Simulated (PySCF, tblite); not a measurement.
**C4H5FGeO3: geometry, infrared bands and NMR shifts**

Wanted: the infrared bands and NMR shifts of C4H5FGeO3 (`COC(=O)C1=[C](F)[GeH2][O]1`), by calculation.

Programs: tblite 0.8.0 and PySCF 2.14.0, with density-fitted response routines of our own. Each step states its level of theory. These are calculated values for one molecule in the gas phase, unless marked as measured. Atoms are numbered from 0 throughout.

## Step 1: The molecule as given

14 atoms, charge 0, multiplicity 1; geometry from: force field or distance geometry start.

Bonds of the start (Å): C0–O1 1.44, O1–C2 1.41, C2–O3 1.23, C2–C4 1.49, C4–C5 1.28, C5–F6 1.38, C5–Ge7 1.87, Ge7–O8 1.74, O8–C4 1.34, C0–H9 1.10, C0–H10 1.12, C0–H11 1.11, Ge7–H12 1.55, Ge7–H13 1.54.

## Step 2: Relaxing the molecule with GFN2-xTB

The job: settings as JSON, then the geometry in Å.

```
{"job": {"kind": "relax", "xc": "GFN2-xTB", "basis": "xTB"}, "charge": 0, "multiplicity": 1}
C      2.942200     0.654100    -0.580300
O      1.515500     0.803100    -0.457700
C      0.751100    -0.291400    -0.007200
O      1.348500    -1.336300     0.236300
C     -0.729600    -0.149400     0.135900
C     -1.644800    -0.969100     0.496600
F     -1.574200    -2.289000     0.902300
Ge    -3.094300     0.204400     0.319100
O     -1.547500     0.881800    -0.091500
H      3.352900     0.041800     0.240500
H      3.199100     0.261700    -1.594200
H      3.336200     1.686400    -0.452600
H     -4.101900    -0.106800    -0.819000
H     -3.753800     0.608300     1.649500
```

Run with:

```console
OMP_NUM_THREADS=1 python probes_run.py task.json out
```

The driver reads the jobs from task.json and runs them one after another.

**Question.** This job is followed by: GFN2-xTB harmonic vibrations, gas phase; GIAO PBE0/pcSseg-1 NMR shielding, non-relativistic, gas phase. Predict these results of the whole session: strongest single infrared mode (GFN2-xTB); zero-point energy (GFN2-xTB); 13C shifts against TMS (PBE0/pcSseg-1); 1H shifts against TMS (PBE0/pcSseg-1, means over atoms taken as alike); 17O shifts against H2O (PBE0/pcSseg-1); 19F shifts against CFCl3 (PBE0/pcSseg-1); 73Ge shifts against GeMe4 (PBE0/pcSseg-1).

The runs gave:

```
                                                              quantity                          value
                             strongest single infrared mode (GFN2-xTB)          1969 cm⁻¹, 447 km/mol
                                          zero-point energy (GFN2-xTB)                  50.5 kcal/mol
                                13C shifts against TMS (PBE0/pcSseg-1)  164.6, 160.2, 156.2, 52.5 ppm
1H shifts against TMS (PBE0/pcSseg-1, means over atoms taken as alike)                 6.13, 4.07 ppm
                                17O shifts against H2O (PBE0/pcSseg-1)         431.9, 191.3, 57.7 ppm
                              19F shifts against CFCl3 (PBE0/pcSseg-1)                     -119.9 ppm
                             73Ge shifts against GeMe4 (PBE0/pcSseg-1)                         25 ppm
```

In words: Relaxing lowered the energy by 1.380 eV in 41 steps; the close pair that moved most is Ge7–O8, from 1.738 to 1.870 Å. The lowest mode is imaginary (25i cm⁻¹), so the xTB geometry is not a minimum. The strongest single mode, at 1969 cm⁻¹, moves mainly H13 and H12. GFN2-xTB is a fitted tight-binding method: band positions and strengths are rough. Its intensities can rank the bands wrongly. At PBE0/pcSseg-1: Shielding is most anisotropic at O3 (span 685 ppm, paramagnetic term -498 ppm). Spin-orbit coupling is left out, which matters for shieldings and couplings at and beside the heavy atoms.
